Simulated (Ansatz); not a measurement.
# GeP+ (triplet): r2SCAN, PBE0 over a scan of the distance Ge1–P2, cc-pVDZ

Aim: run GeP+ (triplet) with these functionals over a scan of the distance Ge1–P2, and hold them against the top wave-function level at the same points.

Computed with Ansatz 0.2.0, Gaussian basis. Level: cc-pVDZ, all electrons in the functionals.

Plan: r2SCAN, PBE0, at 1.833 Å; 2.118 Å; 2.304 Å; 2.477 Å; 2.846 Å; 3.149 Å; 3.696 Å; 4.223 Å; 5.010 Å; 6.077 Å; 7.866 Å.

7 further runs of the same task are left out: 4 for a known fault of the program, 3 that didn't finish. Runs told in other sessions of the task aren't counted.

## Step 1: What is computed

The geometry derives from a PBE0/def2-TZVP stationary point (not a proven minimum). One bond is set to the value named and the two fragments are kept rigid. No spin-orbit coupling is included. The filled d shell of Ge may be among the frozen orbitals whatever the setting's name suggests.

2 atoms, charge 1, spin multiplicity 3.

Atoms are counted from 1 here; the program's logs count them from 0.

Bond lengths: Ge1–P2 2.304 Å.

No dispersion term is added.

The geometry shown and the zero of energy belong to the point 2.304 Å. The yardstick, FCI, and other wave-function levels (R restricted, U unrestricted, valence and pair active spaces) come from earlier runs.

## Step 2: r2SCAN, 1.833 Å

Contents of in.yaml:

```yaml
crystal:
  periodic: [false, false, false]
  atoms:
    - {symbol: Ge, position_ang: [0.000000, 0.000000, 0.000000]}
    - {symbol: P, position_ang: [0.000000, 0.000000, 1.833000]}
basis:
  gaussian: {orbitals: cc-pVDZ}
total_charge: 1
magnetization: {spin_polarized: true, initial_magnetization: 2}
hamiltonian: {xc: {name: r2SCAN}}
```

Started as:

```sh
$ ansatz run in.yaml --threads 1 --pin off --events-out ev --progress --plain --max-ram 4096MiB --backend cpu
```

After this run come: r2SCAN, 2.118 Å; r2SCAN, 2.304 Å; r2SCAN, 2.477 Å; r2SCAN, 2.846 Å; r2SCAN, 3.149 Å; r2SCAN, 3.696 Å; r2SCAN, 4.223 Å; r2SCAN, 5.010 Å; r2SCAN, 6.077 Å; r2SCAN, 7.866 Å; PBE0, 1.833 Å; PBE0, 2.118 Å; PBE0, 2.304 Å; PBE0, 2.477 Å; PBE0, 2.846 Å; PBE0, 3.149 Å; PBE0, 3.696 Å; PBE0, 4.223 Å; PBE0, 5.010 Å; PBE0, 6.077 Å; PBE0, 7.866 Å.

Q: Predict the results of all the runs planned. Wanted: span of the FCI curve; largest miss, r2SCAN; largest miss, PBE0.

As calculated:

```
             quantity                value
span of the FCI curve             2.320 eV
 largest miss, r2SCAN  +0.485 eV (5.010 Å)
   largest miss, PBE0  +0.554 eV (6.077 Å)
```

**Reading.** Of the functionals, r2SCAN keep the smallest largest miss at the points compared (at most 0.485 eV) and PBE0 strays most (0.554 eV, at 6.077 Å). r2SCAN, PBE0 clearly break the spin symmetry at some points (⟨S²⟩ up to 1.01 above the pure value), so energy there is bought with a mixed spin. Functionals and the yardstick converge differently with the basis, so part of each miss in cc-pVDZ is the basis.
